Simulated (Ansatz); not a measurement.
# CH4GeOS: rigid scan of one bond length in Python

How does the energy of CH4GeOS change as one bond is stretched? Aim: a rigid scan of one bond length, for CH4GeOS, run from a script. SMILES: O=[C](S)[GeH3].

Program: Ansatz 0.2.0 through its Python package. Level of theory: CAM-B3LYP/def2-SVP. These are calculated values, not measurements.

**1. The system**

Bond lengths: O1–C2 1.247 Å, C2–S3 1.771 Å, C2–Ge4 1.855 Å, S3–H5 1.396 Å, Ge4–H6 1.599 Å, Ge4–H7 1.533 Å, Ge4–H8 1.561 Å. Angles: O1–C2–S3 118.6°, O1–C2–Ge4 123.6°, S3–C2–Ge4 117.8°, C2–S3–H5 93.4°, C2–Ge4–H6 110.6°, C2–Ge4–H7 112.6°, C2–Ge4–H8 109.7°, H6–Ge4–H7 108.5°, H6–Ge4–H8 106.8°, H7–Ge4–H8 108.5°.

No structure file is read: the coordinates are typed or built in the script.

**2. The code**

scan_ch4geos.py

```python
"""Stretching a bond of CH4GeOS, the rest held rigid."""

import warnings

import ansatz as az
import matplotlib.pyplot as plt
import numpy as np

GEOMETRY = """
O     0.68500   -0.76300    1.73430
C     0.61650   -0.33220    0.56590
S     2.11880    0.08730   -0.27330
Ge   -0.97520   -0.15190   -0.36970
H     2.07570    1.42060    0.13960
H    -1.95860    0.86050    0.38170
H    -0.76240    0.35020   -1.80250
H    -1.70770   -1.52860   -0.43190
"""

warnings.simplefilter("ignore", az.DeckWarning)

system = az.Crystal.molecule()
for line in GEOMETRY.strip().splitlines():
    symbol, *xyz = line.split()
    system = system.atom(symbol, [float(v) for v in xyz])

symbols = [site.symbol for site in system.cartesian_sites]
start = np.array([site.position_ang for site in system.cartesian_sites])
axis = (start[7] - start[3]) / np.linalg.norm(start[7] - start[3])
moving = [7]
lengths, energies = [1.33, 1.44, 1.56, 1.72, 1.95, 2.34, 2.81, 3.43], []
for length in lengths:
    xyz = start.copy()
    xyz[moving] += (length - np.linalg.norm(start[7] - start[3])) * axis
    point = az.Crystal.molecule()
    for symbol, place in zip(symbols, xyz):
        point = point.atom(symbol, place.tolist())
    job = (
        point.calculation()
        .basis(gaussian="def2-SVP")  # the orbital basis, by name
        .functional("CAM-B3LYP")
        .spin("collinear")  # two spin channels
    )
    report = job.run(threads=1).report
    energies.append(report["free_energy_ev"])
    print(f"r = {length:6.3f} A  E = {energies[-1]:.5f} eV  <S^2> = {abs(report['mean_field']['state']['spin_squared']):.3f}")

print("energy above the lowest point (eV):", [round(e - min(energies), 3) for e in energies])
plt.figure(figsize=(4.5, 3))
plt.plot(lengths, np.array(energies) - min(energies), "o-")
plt.xlabel("bond length (A)")
plt.ylabel("E - E(min) (eV)")
plt.tight_layout()
plt.savefig("scan.png", dpi=100)
```

**3. The input behind the calls**

The engine receives this input (first run):

```yaml
crystal:
  periodic: [false, false, false]
  atoms:
    - { symbol: O, position_ang: [0.685, -0.763, 1.7343] }
    - { symbol: C, position_ang: [0.6165, -0.3322, 0.5659] }
    - { symbol: S, position_ang: [2.1188, 0.0873, -0.2733] }
    - { symbol: Ge, position_ang: [-0.9752, -0.1519, -0.3697] }
    - { symbol: H, position_ang: [2.0757, 1.4206, 0.1396] }
    - { symbol: H, position_ang: [-1.9586, 0.8605, 0.3817] }
    - { symbol: H, position_ang: [-0.7624, 0.3502, -1.8025] }
    - { symbol: H, position_ang: [-1.5994303461053438, -1.3251121740385348, -0.42270631744403053] }
basis:
  gaussian:
    orbitals: def2-SVP
hamiltonian:
  xc: cam_b3lyp
magnetization:
  spin_polarized: true
```

**4. Running it**

Run with:

```bash
python scan_ch4geos.py
```

**Question.** What results will this script give? Wanted: range of energy; lowest point, distance.

As calculated:

```
                  quantity     value
             runs compared         8
           range of energy  3.582 eV
lowest point, distance (Å)      1.56
```

The lowest point, at 1.56, lies inside the range. The ends stand 0.491 and 3.58 eV above it. The distance scanned is the script's pair 3, 7. <S²> moves from 0.00 to 0.92: along the scan the mean field breaks spin symmetry. Notes:
- The rest of the molecule is held rigid at a force-field or estimated start geometry, and the basis set is modest; single-reference methods fail as a bond breaks.
- The expectation value of S² is noticeably off S(S+1) in at least one run, so that state is spin-contaminated.
